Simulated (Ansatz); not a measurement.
# CH4GeS: taking an electron away

One table from this session's results is given with a row withheld; the runs are named, their logs left out.

Method: unrestricted cation, the program's frozen cores in correlated methods; program: Ansatz 0.2.0, Gaussian basis.

Levels to be run: UKS PBE-D4/def2-TZVPP; UKS r2SCAN-D4/def2-TZVPP; UKS PBE0-D4/def2-TZVPP; UKS B3LYP-D4/def2-TZVPP; UKS wB97X-V/def2-TZVPP; UKS wB97M-V/def2-TZVPP; UKS B2PLYP/def2-TZVPP; UHF-CCSD(T)/def2-TZVPP; UHF-MP2/def2-QZVPP; extrapolation to the limit; then −ε(HOMO) from the neutral's earlier runs with LDA (SPW92), PBE-D4, revPBE-D4, BLYP-D4, r2SCAN-D4, B97M-V, PBE0-D4, B3LYP-D4, r2SCANh-D4, r2SCAN0-D4, HSE06-D4, BHLYP-D4, CAM-B3LYP-D4, LC-ωPBE, ωB97X-V, ωB97M-V.

## The geometry

The geometry comes from an earlier relaxation with PBE0-D4 in a triple-zeta def2 set; it is a stationary point, not always the lowest conformer.

7 atoms, charge 0, spin multiplicity 1.

Atoms are counted from 1 here; the program's logs count them from 0.

Bond lengths: S1–C2 1.607 Å, C2–Ge3 1.962 Å, C2–H4 1.094 Å, Ge3–H5 1.539 Å, Ge3–H6 1.539 Å, Ge3–H7 1.530 Å. Angles: S1–C2–Ge3 124.3°, S1–C2–H4 119.0°, Ge3–C2–H4 116.6°, C2–Ge3–H5 108.7°, C2–Ge3–H6 108.7°, C2–Ge3–H7 108.6°, H5–Ge3–H6 108.4°, H5–Ge3–H7 111.2°, H6–Ge3–H7 111.2°.

The first run:

Input file in.yaml:

```yaml
crystal:
  periodic: [false, false, false]
  atoms:
    - {symbol: S, position_ang: [0.113391, -2.333919, 0.621455]}
    - {symbol: C, position_ang: [-0.561651, -0.986623, 0.064683]}
    - {symbol: Ge, position_ang: [0.366374, 0.736058, -0.085325]}
    - {symbol: H, position_ang: [-1.607196, -1.010197, -0.257200]}
    - {symbol: H, position_ang: [0.334106, 1.187141, -1.556243]}
    - {symbol: H, position_ang: [-0.388401, 1.777984, 0.758936]}
    - {symbol: H, position_ang: [1.804577, 0.561457, 0.407995]}
basis:
  gaussian: {orbitals: def2-TZVPP}
total_charge: 1
magnetization: {spin_polarized: true, initial_magnetization: 1}
hamiltonian: {xc: pbe, dispersion: d4}
```

Among the steps run: Cation, UKS PBE-D4/def2-TZVPP; Cation, UKS r2SCAN-D4/def2-TZVPP; Cation, UKS PBE0-D4/def2-TZVPP; Cation, UKS B3LYP-D4/def2-TZVPP; Cation, UKS wB97X-V/def2-TZVPP; Cation, UKS wB97M-V/def2-TZVPP; Cation, UKS B2PLYP (frozen core)/def2-TZVPP; Cation, UHF-CCSD(T)/def2-TZVPP; Cation, UHF-MP2/def2-QZVPP.

One table of the session follows, with a row left open; its other results are not shown here.

Orbital estimates, from the neutral's runs:

| functional | −ε(HOMO) (eV) |
| --- | --- |
| LDA (SPW92) | 5.35 |
| PBE-D4 | 5.24 |
| revPBE-D4 | 5.20 |
| BLYP-D4 | 5.10 |
| r2SCAN-D4 | 5.45 |
| B97M-V | 5.54 |
| PBE0-D4 | 6.42 |
| B3LYP-D4 | 6.20 |
| r2SCANh-D4 | 5.89 |
| r2SCAN0-D4 | 6.56 |
| HSE06-D4 | 6.02 |
| BHLYP-D4 | 7.48 |
| CAM-B3LYP-D4 | 7.73 |
| LC-ωPBE | ? |
| ωB97X-V | 8.74 |
| ωB97M-V | 8.58 |

**Question.** Estimate the row for LC-ωPBE.

**Answer.** −ε(HOMO) (eV): 9.10. In the column «−ε(HOMO) (eV)» it is the highest.
